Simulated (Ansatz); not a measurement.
# C2H6AlFSi: a ladder of functionals and wavefunction methods

An exercise on one series of results from a longer session: the logs are not shown, and one member is left open.

Computed with Ansatz 0.2.0, Gaussian basis. Level: functionals in def2-TZVPP, the program's frozen cores in correlated methods.

Levels to be run: PBE-D4, r2SCAN-D4, PBE0-D4, B3LYP-D4, ωB97X-V, ωB97M-V, B2PLYP; CCSD(T)/def2-TZVPP; MP2/def2-QZVPP; extrapolation to the limit.

## The geometry

All runs share one geometry, relaxed beforehand with PBE0-D4 in a triple-zeta def2 set.

11 atoms, charge 0, spin multiplicity 1.

Atoms are counted from 1 here; the program's logs count them from 0.

Bond lengths: F1–C2 1.384 Å, C2–C3 1.531 Å, C2–Al4 1.933 Å, C2–H6 1.093 Å, C3–Al4 1.927 Å, C3–H7 1.087 Å, C3–H8 1.099 Å, Al4–Si5 2.439 Å, Si5–H9 1.486 Å, Si5–H10 1.489 Å, Si5–H11 1.488 Å. Angles: F1–C2–C3 116.7°, F1–C2–Al4 131.2°, F1–C2–H6 108.6°, C3–C2–Al4 66.4°, C3–C2–H6 111.4°, Al4–C2–H6 114.8°, C2–C3–Al4 66.8°, C2–C3–H7 119.6°, C2–C3–H8 110.8°, Al4–C3–H7 139.1°, Al4–C3–H8 102.8°, H7–C3–H8 110.2°, C2–Al4–C3 46.7°, C2–Al4–Si5 161.6°, C3–Al4–Si5 151.3°, Al4–Si5–H9 111.9°, Al4–Si5–H10 108.5°, Al4–Si5–H11 110.4° and more.

The first run:

The input, in.yaml:

```yaml
crystal:
  periodic: [false, false, false]
  atoms:
    - {symbol: F, position_ang: [-2.264728, 0.433539, -1.835738]}
    - {symbol: C, position_ang: [-1.022916, 0.794278, -1.343805]}
    - {symbol: C, position_ang: [0.167593, -0.061165, -1.784721]}
    - {symbol: Al, position_ang: [0.014310, 0.095303, 0.129841]}
    - {symbol: Si, position_ang: [0.715290, -0.502378, 2.387972]}
    - {symbol: H, position_ang: [-0.856085, 1.852999, -1.559863]}
    - {symbol: H, position_ang: [0.810778, 0.287052, -2.589414]}
    - {symbol: H, position_ang: [-0.144127, -1.098498, -1.969155]}
    - {symbol: H, position_ang: [-0.407623, -0.415299, 3.358084]}
    - {symbol: H, position_ang: [1.785584, 0.441062, 2.815046]}
    - {symbol: H, position_ang: [1.267223, -1.883894, 2.412253]}
basis:
  gaussian: {orbitals: def2-TZVPP}
hamiltonian: {xc: pbe, dispersion: d4}
output: {forces: true, orbitals: {seedname: orbitals}}
```

Launch:

```sh
$ ansatz run in.yaml --threads 4 --pin off --events-out ev --progress --plain --max-ram 10444MiB
```

Among the steps run: PBE-D4 (GGA); r2SCAN-D4 (meta-GGA); PBE0-D4 (hybrid); B3LYP-D4 (hybrid); ωB97X-V (range-separated); ωB97M-V (range-separated); B2PLYP (double hybrid); CCSD(T) in def2-TZVPP; MP2 in def2-QZVPP.

One of the session's tables, all rows but one given; the rest of the session is left out.

```
            method  atomisation energy (kJ/mol)
            PBE-D4                            ?
         r2SCAN-D4                       3650.9
           PBE0-D4                       3633.0
          B3LYP-D4                       3615.6
           ωB97X-V                       3647.2
           ωB97M-V                       3631.7
            B2PLYP                       3575.7
     HF/def2-TZVPP                       2621.2
    MP2/def2-TZVPP                       3571.8
   CCSD/def2-TZVPP                       3471.6
CCSD(T)/def2-TZVPP                       3527.7
           MP2/CBS                       3668.8
       CCSD(T)/CBS                       3624.8
```

**Question.** Estimate the row for PBE-D4.

As computed: atomisation energy (kJ/mol): 3695.4. In the column «atomisation energy (kJ/mol)» it is the highest.

To keep in mind: Free atoms (1 F, 2 C, 1 Al, 1 Si, 6 H) were run apart at each level; the atomisation energy is their sum less the molecule, without zero-point or spin-orbit terms.
